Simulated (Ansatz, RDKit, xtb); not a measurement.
# Isomers of CH10N2Si2, a sample narrowed down

Which of a sample of isomers of CH10N2Si2 is the most stable in the gas at 298.15 K, and what are its properties? The sample is small against all isomers, and the most stable one of this formula need not be in it.

Plan: many cheap relaxations first (GFN2-xTB), then density-functional screening, relaxation at r2SCAN-D4/def2-SVP, vibrations (at GFN2-xTB) and a final energy. The numbers are computed, not measured.

### Step 1. Possible bonding patterns

Isomers were taken from a list of plausible structures; this is a sample, not all of them. That gives 7 candidates.

```
label             SMILES     spin
 c117  CN[Si@H](N)[SiH3]  singlet
 c145    NC[SiH2]N[SiH3]  singlet
 c271  C[Si@H](N)[SiH2]N  singlet
 c577    CN[SiH2][SiH2]N  singlet
 c722    CN[SiH2]N[SiH3]  singlet
 c874    C[SiH2]N[SiH2]N  singlet
 c950  CN([SiH3])[SiH2]N  singlet
```

Candidates are built by distance geometry, with a force field where one applies, in up to four conformers (letters a to d).

Q: Predict the outcome of this search (final energies at CCSD(T)/def2-SVP + MP2/def2-TZVPP - MP2/def2-SVP).

| quantity | value |
| --- | --- |
| lowest structure found | C[SiH2]N[SiH2]N, singlet |
| next finalist | CN[SiH2]N[SiH3], singlet, 18.6 kcal/mol higher in G |
| share at equilibrium, among the finalists | 100.0 % |

The lowest structure found is `C[SiH2]N[SiH2]N`. Among the finalists first place is clear (18.6 kcal/mol); structures outside the list aren't covered. HF/STO-3G, r2SCAN-D4/def2-SVP, r2SCAN-D4/def2-SVP, relaxed, HF/def2-SVP and MP2/def2-SVP already put its bonding pattern lowest among the structures in one piece; GFN2-xTB favours the singlet CN[SiH2]N[SiH3] (c722a, not a finalist). 6 minima inside the window were never screened. The search is not exhaustive (a finite list of starts, one conformer a finalist), so a lower isomer can't be ruled out. Only 7 drawn patterns were tried, so whole families of isomers are missing, and the result ranks this sample alone. The lowest isomer need not be the one that is made and kept in a bottle, which depends on barriers.
